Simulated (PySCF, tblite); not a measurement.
# C5H11FOSi3: geometry, infrared bands and NMR shifts

Aim: predict the infrared bands and NMR shifts of C5H11FOSi3 (`C=C(C)[Si]1(C(=C)F)[SiH2]O[SiH2]1`).

The runs use tblite 0.8.0 and PySCF 2.14.0, with density-fitted response routines of our own; the level of theory stands in each step. All values are computed, except where a source is named. Atoms count from 0, in the outputs and in this text.

**1. Starting geometry**

21 atoms, charge 0, multiplicity 1; geometry from: force field or distance geometry start.

Bonds of the start (Å): C0–C1 1.33, C1–C2 1.53, C1–Si3 1.84, Si3–C4 1.80, C4–C5 1.32, C4–F6 1.38, Si3–Si7 2.23, Si7–O8 1.72, O8–Si9 1.71, Si9–Si3 2.22, C0–H10 1.08, C0–H11 1.10, C2–H12 1.10, C2–H13 1.11, C2–H14 1.11, C5–H15 1.09, C5–H16 1.11, Si7–H17 1.47, Si7–H18 1.47, Si9–H19 1.48, Si9–H20 1.47.

**2. Geometry optimisation with GFN2-xTB**

The job: settings as JSON, then the geometry in Å.

```
{"job": {"kind": "relax", "xc": "GFN2-xTB", "basis": "xTB"}, "charge": 0, "multiplicity": 1}
C      2.095100     1.036400    -0.780600
C      1.389600     0.119800    -0.121400
C      2.099300    -0.970600     0.681700
Si    -0.447800     0.074400    -0.094200
C     -1.329700     1.573200    -0.558600
C     -1.124900     2.786100    -0.069900
F     -2.302600     1.472300    -1.536000
Si    -1.271800    -1.756100    -1.072000
O     -2.393300    -1.835400     0.226200
Si    -1.370500    -1.221700     1.451700
H      3.171000     1.056700    -0.789800
H      1.482000     1.778000    -1.320200
H      3.075300    -0.546300     0.960000
H      1.563600    -1.163100     1.630700
H      2.186400    -1.871100     0.046800
H     -1.731500     3.619300    -0.438500
H     -0.361200     2.984200     0.714400
H     -0.299900    -2.861800    -1.018800
H     -1.881400    -1.520000    -2.391300
H     -2.126000    -0.517600     2.509700
H     -0.430700    -2.219800     1.969700
```

On the command line:

```bash
> OMP_NUM_THREADS=1 python probes_run.py task.json out
```

The driver reads the jobs from task.json and runs them one after another.

**Question.** This job is followed by: GFN2-xTB harmonic vibrations, gas phase; GIAO PBE0/pcSseg-1 NMR shielding, non-relativistic, gas phase. Predict these results of the whole session: strongest single infrared mode (GFN2-xTB); zero-point energy (GFN2-xTB); 13C shifts against TMS (PBE0/pcSseg-1); 1H shifts against TMS (PBE0/pcSseg-1, means over atoms taken as alike); 29Si shifts against TMS (PBE0/pcSseg-1, means over atoms taken as alike); 19F shifts against CFCl3 (PBE0/pcSseg-1); 17O shifts against H2O (PBE0/pcSseg-1); surface potential, 1st and 99th percentile.

The runs gave:

| quantity | value |
| --- | --- |
| strongest single infrared mode (GFN2-xTB) | 750 cm⁻¹, 881 km/mol |
| zero-point energy (GFN2-xTB) | 88.2 kcal/mol |
| 13C shifts against TMS (PBE0/pcSseg-1) | 179.9, 148.5, 135.3, 115.3, 28.7 ppm |
| 1H shifts against TMS (PBE0/pcSseg-1, means over atoms taken as alike) | 6.18, 6.01, 5.99, 5.94, 5.80, 5.00, 2.36 ppm |
| 29Si shifts against TMS (PBE0/pcSseg-1, means over atoms taken as alike) | 17.7, 4.8 ppm |
| 19F shifts against CFCl3 (PBE0/pcSseg-1) | -82.3 ppm |
| 17O shifts against H2O (PBE0/pcSseg-1) | 61.7 ppm |
| surface potential, 1st and 99th percentile | -1.40 V and 1.44 V |

What this shows: The optimisation took 109 steps and gained 1.461 eV; among the close pairs (by a distance rule), Si3–Si9 changed most, from 2.218 to 2.367 Å. All 57 modes are real, so the xTB geometry is a minimum. The strongest single mode, at 750 cm⁻¹, has its largest shares on O8, H20, H19 and H17 (the list is cut at 4 atoms). Unscaled tight-binding wavenumbers are off by several per cent, some by more. Its intensities can rank the bands wrongly. By nearest atom (PBE0/pcSseg-1), the HOMO sits on Si3, Si9 about 16 % each; Si7 11 % and the LUMO on Si7, Si9 about 17 % each; Si3 13 %.
